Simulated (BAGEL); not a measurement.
# HF/STO-3G (density fitting with qzvpp-jkfit) run of BAsH2F2 (SMILES FB(F)[AsH2])

What is the vertical ionisation energy of BAsH2F2 at HF/STO-3G (density fitting with qzvpp-jkfit)? 

The results are computed with BAGEL 1.2.2.

3 further runs of the same task are left out: 3 that didn't finish. Runs told in other sessions of the task aren't counted.

### 1 The system as given

The species is BAsH2F2 (6 atoms), meant as a singlet with charge 0. SMILES: `FB(F)[AsH2]`. The shape comes from GFN2-xTB, which is rough for such elements, and wasn't checked as a minimum.

Bond lengths: F1–B2 1.319 Å, B2–F3 1.320 Å, B2–As4 2.014 Å, As4–H5 1.499 Å, As4–H6 1.499 Å. Angles: F1–B2–F3 113.3°, F1–B2–As4 123.3°, F3–B2–As4 123.3°, B2–As4–H5 92.8°, B2–As4–H6 92.8°, H5–As4–H6 90.6°.

### 2 A single-point energy at HF/STO-3G (density fitting with qzvpp-jkfit)

input.json reads:

```json
{ "bagel": [

{
  "title": "molecule",
  "basis": "sto-3g",
  "df_basis": "qzvpp-jkfit",
  "angstrom": true,
  "geometry": [
    { "atom": "F", "xyz": [       1.062910,      -1.552530,      -0.329520 ] },
    { "atom": "B", "xyz": [       0.044880,      -0.848020,       0.125550 ] },
    { "atom": "F", "xyz": [      -0.576600,      -1.422770,       1.138490 ] },
    { "atom": "As", "xyz": [      -0.577910,       0.869150,      -0.721970 ] },
    { "atom": "H", "xyz": [       0.815010,       1.413670,      -0.816780 ] },
    { "atom": "H", "xyz": [      -0.768300,       1.540500,       0.604230 ] }
  ]
},

{
  "title": "hf"
},

{
  "title": "print",
  "file": "orbitals.molden",
  "orbitals": true
}

]}
```

Run with:

```sh
$ BAGEL_NUM_THREADS=1 BAGEL input.json > input.out
```

What it wrote:

```text
* using 1 threads per process

  ===============================================================
  ===============================================================

  *** Geometry ***

  { "atom" : "F", "xyz" : [      2.008609,     -2.933857,     -0.622703 ] },
  { "atom" : "B", "xyz" : [      0.084811,     -1.602526,      0.237255 ] },
  { "atom" : "F", "xyz" : [     -1.089616,     -2.688646,      2.151434 ] },
  { "atom" : "As", "xyz" : [     -1.092092,      1.642455,     -1.364326 ] },
  { "atom" : "H", "xyz" : [      1.540146,      2.671449,     -1.543491 ] },
  { "atom" : "H", "xyz" : [     -1.451877,      2.911123,      1.141829 ] },

  Number of auxiliary basis functions:      531

  Since a DF basis is specified, we compute 2- and 3-index integrals:
    o Being stored without compression. Storage requirement is 0.005 GB

  Number of basis functions:       35
  Number of electrons      :       58

    * METHOD: MOLECULE                             0.23

  *** RHF ***

  === Nuclear Repulsion ===
   236.7249699046

      * DIIS with orbital gradients will be used.

  === RHF iteration (sto-3g) ===
      0      -2430.92687458          0.01576072           0.05
      1      -2431.01557332          0.00421383           0.04
      2      -2431.02148359          0.00065144           0.04
      3      -2431.02176712          0.00006569           0.04
      4      -2431.02177051          0.00001815           0.04
      5      -2431.02177075          0.00000366           0.04
      6      -2431.02177076          0.00000070           0.04
      7      -2431.02177076          0.00000011           0.04
      8      -2431.02177076          0.00000003           0.04
      9      -2431.02177076          0.00000001           0.04
    * SCF iteration converged.

    * Permanent dipole moment:
           (   -0.183214,    -0.178614,    -0.186160) a.u.

    * METHOD: HF                                   0.57

    * METHOD: PRINT                                0.00

  ===============================================================
```

Wall time 0.97 s (1 thread of Arm Neoverse V2, shared host); peak memory 0.083 GiB.

### 3 The doublet cation at the same level

input.json reads:

```json
{ "bagel" : [

{
  "title" : "molecule",
  "basis" : "sto-3g",
  "df_basis" : "qzvpp-jkfit",
  "angstrom" : true,
  "geometry" : [
    { "atom" : "F", "xyz" : [    1.062910,   -1.552530,   -0.329520 ] },
    { "atom" : "B", "xyz" : [    0.044880,   -0.848020,    0.125550 ] },
    { "atom" : "F", "xyz" : [   -0.576600,   -1.422770,    1.138490 ] },
    { "atom" : "As", "xyz" : [   -0.577910,    0.869150,   -0.721970 ] },
    { "atom" : "H", "xyz" : [    0.815010,    1.413670,   -0.816780 ] },
    { "atom" : "H", "xyz" : [   -0.768300,    1.540500,    0.604230 ] }
  ]
},
{
  "title" : "uhf",
  "charge" : 1,
  "nopen" : 1
},
{
  "title" : "print",
  "file" : "orbitals.molden",
  "orbitals" : true
}

]}
```

Run with:

```sh
$ BAGEL_NUM_THREADS=1 BAGEL input.json > input.out
```

What it wrote:

```text
* using 1 threads per process

  ===============================================================
  ===============================================================

  *** Geometry ***

  { "atom" : "F", "xyz" : [      2.008609,     -2.933857,     -0.622703 ] },
  { "atom" : "B", "xyz" : [      0.084811,     -1.602526,      0.237255 ] },
  { "atom" : "F", "xyz" : [     -1.089616,     -2.688646,      2.151434 ] },
  { "atom" : "As", "xyz" : [     -1.092092,      1.642455,     -1.364326 ] },
  { "atom" : "H", "xyz" : [      1.540146,      2.671449,     -1.543491 ] },
  { "atom" : "H", "xyz" : [     -1.451877,      2.911123,      1.141829 ] },

  Number of auxiliary basis functions:      531

  Since a DF basis is specified, we compute 2- and 3-index integrals:
    o Being stored without compression. Storage requirement is 0.005 GB

  Number of basis functions:       35
  Number of electrons      :       58

    * METHOD: MOLECULE                             0.23

  *** Open-shell HF ***

  === Nuclear Repulsion ===
   236.7249699046

      * DIIS with orbital gradients will be used.

  === UHF iteration (sto-3g) ===
      0      -2430.63219207          0.03522871           0.08
      1      -2430.74724599          0.01235899           0.08
      2      -2430.75949657          0.00433858           0.08
      3      -2430.76119213          0.00082581           0.08
      4      -2430.76161093          0.00031458           0.08
      5      -2430.76175501          0.00016138           0.08
      6      -2430.76180797          0.00006436           0.08
      7      -2430.76181518          0.00001251           0.08
      8      -2430.76181533          0.00000469           0.08
      9      -2430.76181543          0.00000211           0.08
     10      -2430.76181547          0.00000128           0.08
     11      -2430.76181548          0.00000052           0.08
     12      -2430.76181548          0.00000022           0.08
     13      -2430.76181548          0.00000007           0.08
     14      -2430.76181548          0.00000004           0.08
     15      -2430.76181548          0.00000002           0.08
     16      -2430.76181548          0.00000001           0.08
    * SCF iteration converged.

    * S^2 (UHF) is 0.7566

    * Permanent dipole moment:
           (    0.360478,    -1.377449,     0.526985) a.u.

    * METHOD: UHF                                  1.51

    * METHOD: PRINT                                0.00

  ===============================================================
```

Run time: 1.9 s. Hardware: 1 thread of Arm Neoverse V2, shared host; peak memory 0.083 GiB.

### 4 Summary of results

At HF/STO-3G (density fitting with qzvpp-jkfit):

| quantity | value |
| --- | --- |
| singlet BAsH2F2: total energy | -2431.02177 Eh |
| singlet BAsH2F2: dipole moment | 0.80 D |
| singlet BAsH2F2: HOMO energy | -7.70 eV |
| singlet BAsH2F2: LUMO energy | 8.05 eV |
| singlet BAsH2F2: HOMO–LUMO gap | 15.75 eV |
| doublet cation: total energy | -2430.76182 Eh |
| doublet cation: ⟨S²⟩ | 0.757 |
| vertical ionisation energy (to the doublet cation) | 7.074 eV |

**Reading.** Removing an electron at fixed nuclei costs 7.07 eV (683 kJ/mol). −ε(HOMO) before ionisation, 7.70 eV, is 0.63 eV above this ionisation energy. In a minimal basis such a difference can be off by several eV, whatever the method.
